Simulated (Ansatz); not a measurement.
Geometry optimisation, DFT PBE-D3(BJ), scalar-relativistic, plane waves, PAW in Ansatz.

Input file:

```yaml
crystal:
  lattice:
    - [-2.49205, 4.316357, 5.45]
    - [4.9841, 0.0, 5.45]
    - [4.9841, 8.632714, 0.0]
  atoms:
    - { symbol: Si, position: [0.0905833, 0.5760833, 0.9547083] }
    - { symbol: Si, position: [0.4094167, 0.9239167, 0.0380417] }
    - { symbol: Si, position: [0.0, 0.0, 0.25725] }
    - { symbol: O, position: [0.3155833, 0.4932833, 0.9620584] }
    - { symbol: O, position: [0.1844168, 0.0067168, 0.1164916] }
    - { symbol: O, position: [0.9464666, 0.5290666, 0.1156167] }
    - { symbol: O, position: [0.5487501, 0.3090501, 0.136775] }
    - { symbol: O, position: [0.9512499, 0.1909499, 0.315675] }
    - { symbol: O, position: [0.5535334, 0.9709334, 0.1033833] }
    - { symbol: Si, position: [0.0905833, 0.5760833, 0.4547083] }
    - { symbol: Si, position: [0.4094167, 0.9239167, 0.5380417] }
    - { symbol: Si, position: [0.0, 0.0, 0.75725] }
    - { symbol: O, position: [0.3155833, 0.4932833, 0.4620584] }
    - { symbol: O, position: [0.1844168, 0.0067168, 0.6164916] }
    - { symbol: O, position: [0.9464666, 0.5290666, 0.6156167] }
    - { symbol: O, position: [0.5487501, 0.3090501, 0.636775] }
    - { symbol: O, position: [0.9512499, 0.1909499, 0.815675] }
    - { symbol: O, position: [0.5535334, 0.9709334, 0.6033833] }
    - { symbol: Si, position: [0.5905833, 0.0760833, 0.2047083] }
    - { symbol: Si, position: [0.9094167, 0.4239167, 0.2880417] }
    - { symbol: Si, position: [0.5, 0.5, 0.50725] }
    - { symbol: O, position: [0.8155832, 0.9932832, 0.2120584] }
    - { symbol: O, position: [0.6844168, 0.5067168, 0.3664916] }
    - { symbol: O, position: [0.4464666, 0.0290666, 0.3656167] }
    - { symbol: O, position: [0.0487501, 0.8090501, 0.386775] }
    - { symbol: O, position: [0.4512499, 0.6909499, 0.565675] }
    - { symbol: O, position: [0.0535334, 0.4709334, 0.3533833] }
    - { symbol: Si, position: [0.5905833, 0.0760833, 0.7047083] }
    - { symbol: Si, position: [0.9094167, 0.4239167, 0.7880417] }
    - { symbol: Si, position: [0.5, 0.5, 0.00725] }
    - { symbol: O, position: [0.8155832, 0.9932833, 0.7120584] }
    - { symbol: O, position: [0.6844168, 0.5067167, 0.8664916] }
    - { symbol: O, position: [0.4464666, 0.0290666, 0.8656167] }
    - { symbol: O, position: [0.0487501, 0.8090501, 0.886775] }
    - { symbol: O, position: [0.4512499, 0.6909499, 0.065675] }
    - { symbol: O, position: [0.0535334, 0.4709334, 0.8533833] }
    - { symbol: Cu, position: [0.5556452, 0.2652957, 0.865787], spin: 1.0 }
magnetization:
  spin_polarized: true
basis:
  ecutwfc: 420.0
kpoints:
  mp_grid: { grid: [2, 2, 1] }
hamiltonian:
  xc: pbe
  dispersion: d3bj
  pseudopotentials: { kind: paw, azcp: { folder: soft_1 } }
scf:
  occupations: { method: gaussian, width: 0.05 }
  lower_state_search: "off"
relax:
  f_tol: 0.03
  max_steps: 60
  adjacent_minimum: "off"
output:
  write_density: true
  write_potential: true
  elf: true
  volumetric_format: npy
```

Launched with:

```bash
$ ansatz run input.yaml --threads 4 --pin off --max-ram 10240MiB --backend cpu --events-out ev --progress --plain --runs-dir out
```

**Question.** Where does it end, and by what steps?

**Answer.** The run converged. The force dipped under the threshold on the way, but the program's further checks kept it going. Limits of this set-up: coarse k mesh, a small cell, in which the defect meets its images, a typed lattice constant that wasn't relaxed here. After 10 steps the energy has fallen by 1.987 eV; Cu37 moved furthest, 0.56 Å. Parted: O33–Cu37 (2.14 → 2.77 Å).

```tsv
step	energy less start (eV)	largest force component (eV/Å)	accepted
0	0.0000	1.718	yes
1	-0.4366	1.248	yes
2	-1.4099	0.683	yes
3	-1.8730	0.311	yes
4	-1.9445	0.439	yes
5	-1.9593	0.249	yes
6	-1.9826	0.041	yes
7	-1.9837	0.069	yes
8	-1.9851	0.070	yes
9	-1.9865	0.016	yes
10	-1.9865	0.017	yes
```

```xyz
37
Lattice="-2.4920 4.3164 5.4500 4.9841 0.0000 5.4500 4.9841 8.6327 0.0000" Properties=species:S:1:pos:R:3
Si 7.440 8.621 3.665
Si 3.751 2.098 7.247
Si 1.281 2.258 0.040
O 6.589 9.847 4.341
O 0.255 1.777 1.212
O 0.849 4.885 7.885
O 0.850 3.790 4.748
O 0.266 6.808 6.122
O 3.849 3.191 8.452
Si 4.936 4.252 3.586
Si 6.187 6.408 7.207
Si 3.825 6.608 0.091
O 3.885 5.356 4.142
O 2.715 6.195 1.207
O 3.460 9.261 7.964
O 3.193 7.827 4.578
O 2.759 11.203 6.275
O 6.157 7.599 8.324
Si -0.188 4.354 3.625
Si 1.349 6.270 7.206
Si 3.762 6.465 5.305
O 3.816 5.449 9.766
O 2.760 5.964 6.468
O 0.688 5.022 2.424
O 5.791 3.669 4.838
O 5.206 6.828 5.966
O 4.054 3.093 2.885
Si 2.198 8.664 3.549
Si 3.875 10.720 7.366
Si 1.317 2.407 5.477
O 6.335 9.731 9.877
O 5.439 10.689 6.860
O 3.092 9.337 2.356
O 8.410 7.995 4.801
O 2.824 2.702 6.060
O 6.360 7.526 3.119
Cu 4.507 9.450 4.740
```

Whether the end is a true minimum wasn't checked by a vibrational analysis.

Time of the run: 2.4 min on 4 threads of Arm Neoverse V1 (shared host), peak memory 1.7 GiB.
